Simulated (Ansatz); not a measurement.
# CBClF₄O: up Jacob's ladder to CCSD(T)

Aim: compute CBClF₄O with functionals from several rungs and with coupled cluster, and see how far each lands from CCSD(T) at the basis-set limit for the atomisation energy.

The runs use Ansatz 0.2.0, Gaussian basis; functionals in def2-TZVPP, the program's frozen cores in correlated methods.

The runs, in order: LDA (SPW92), PBE-D4, revPBE-D4, BLYP-D4, r2SCAN-D4, B97M-V, PBE0-D4, B3LYP-D4, r2SCANh-D4, r2SCAN0-D4, HSE06-D4, BHLYP-D4, CAM-B3LYP-D4, LC-ωPBE, ωB97X-V, ωB97M-V, B2PLYP, PBE-QIDH; CCSD(T)/def2-SVP; CCSD(T)/def2-TZVPP; MP2/def2-QZVPP; extrapolation to the limit; RPA on PBE.

## (1) Structure used throughout

The geometry comes from an earlier relaxation with PBE0-D4 in a triple-zeta def2 set; it is a stationary point, not always the lowest conformer.

SMILES `FB(Cl)OC(F)(F)F`, 8 atoms, charge 0, spin multiplicity 1.

Atoms are counted from 1 here; the program's logs count them from 0.

Bond lengths: F1–B2 1.312 Å, B2–Cl3 1.736 Å, B2–O4 1.366 Å, O4–C5 1.358 Å, C5–F6 1.329 Å, C5–F7 1.329 Å, C5–F8 1.319 Å. Angles: F1–B2–Cl3 120.6°, F1–B2–O4 121.5°, Cl3–B2–O4 118.0°, B2–O4–C5 123.8°, O4–C5–F6 111.5°, O4–C5–F7 111.5°, O4–C5–F8 108.2°, F6–C5–F7 108.2°, F6–C5–F8 108.6°, F7–C5–F8 108.6°.

## (2) LDA

This LDA is Slater exchange with PW92 correlation.

in.yaml

```yaml
crystal:
  periodic: [false, false, false]
  atoms:
    - {symbol: F, position_ang: [-0.075517, -1.329296, 1.338067]}
    - {symbol: B, position_ang: [0.849068, -0.874306, 0.525359]}
    - {symbol: Cl, position_ang: [2.453124, -1.536616, 0.554749]}
    - {symbol: O, position_ang: [0.586235, 0.127592, -0.365288]}
    - {symbol: C, position_ang: [-0.624405, 0.729412, -0.488660]}
    - {symbol: F, position_ang: [-0.992944, 1.320073, 0.643370]}
    - {symbol: F, position_ang: [-1.568878, -0.140764, -0.830656]}
    - {symbol: F, position_ang: [-0.534585, 1.646704, -1.432840]}
basis:
  gaussian: {orbitals: def2-TZVPP}
hamiltonian: {xc: lda}
output: {orbitals: {seedname: orbitals}}
```

The run is started by

```bash
$ ansatz run in.yaml --threads 2 --pin off --events-out ev --progress --plain --max-ram 20480MiB --backend cpu
```

After this run come: PBE-D4 (GGA); revPBE-D4 (GGA); BLYP-D4 (GGA); r2SCAN-D4 (meta-GGA); B97M-V (meta-GGA); B3LYP-D4 (hybrid); r2SCANh-D4 (hybrid); r2SCAN0-D4 (hybrid); HSE06-D4 (hybrid); BHLYP-D4 (hybrid); CAM-B3LYP-D4 (range-separated); LC-ωPBE (range-separated); ωB97X-V (range-separated); ωB97M-V (range-separated); B2PLYP (double hybrid); PBE-QIDH (double hybrid); CCSD(T) in def2-SVP; CCSD(T) in def2-TZVPP; MP2 in def2-QZVPP; RPA on PBE orbitals.

**Question.** What will the summary of the whole plan be? Wanted: atomisation energy, CCSD(T)/CBS; farthest beyond LDA; mean size of error, GGA; mean size of error, meta-GGA; mean size of error, hybrid; mean size of error, range-separated; mean size of error, double hybrid; gap, smallest and largest; T1 diagnostic.

The runs gave:

| quantity | value |
| --- | --- |
| atomisation energy, CCSD(T)/CBS | 839.6 kcal/mol |
| functionals within 4.2 kcal/mol (0.5 %) | BLYP-D4, r2SCANh-D4, PBE-QIDH |
| farthest beyond LDA | BHLYP-D4 (-51.0 kcal/mol) |
| mean size of error, GGA | 17.4 kcal/mol |
| mean size of error, meta-GGA | 11.0 kcal/mol |
| mean size of error, hybrid | 15.6 kcal/mol |
| mean size of error, range-separated | 8.3 kcal/mol |
| mean size of error, double hybrid | 4.4 kcal/mol |
| gap, smallest and largest | 6.78 eV (LDA (SPW92)), 14.88 eV (LC-ωPBE) |
| T1 diagnostic | 0.0120 |
| triples share of the correlation energy | 3.3 % |

What this shows: The LDA atomisation energy is off by 188.2 kcal/mol (22 %): it overbinds. PBE-D4 misses by +43.1 kcal/mol. Double hybrids carry the basis error of their MP2 part in triple zeta, and no dispersion term here, so their miss is partly the set-up's. By mean error the best rung here is double hybrid (4.4 kcal/mol) and the worst beyond LDA is GGA (17.4 kcal/mol). RPA and LDA stand outside this count. Misses under about 4.2 kcal/mol are within the doubt on the reference itself, which lacks core-valence correlation, relativity and higher excitations. Hartree-Fock recovers 70 % of the binding; the rest is correlation. CCSD(T) in def2-SVP is off by -34.9 kcal/mol, worse than the median functional, from the basis alone. Orbital gaps span 6.8 to 14.9 eV; exact exchange widens them.
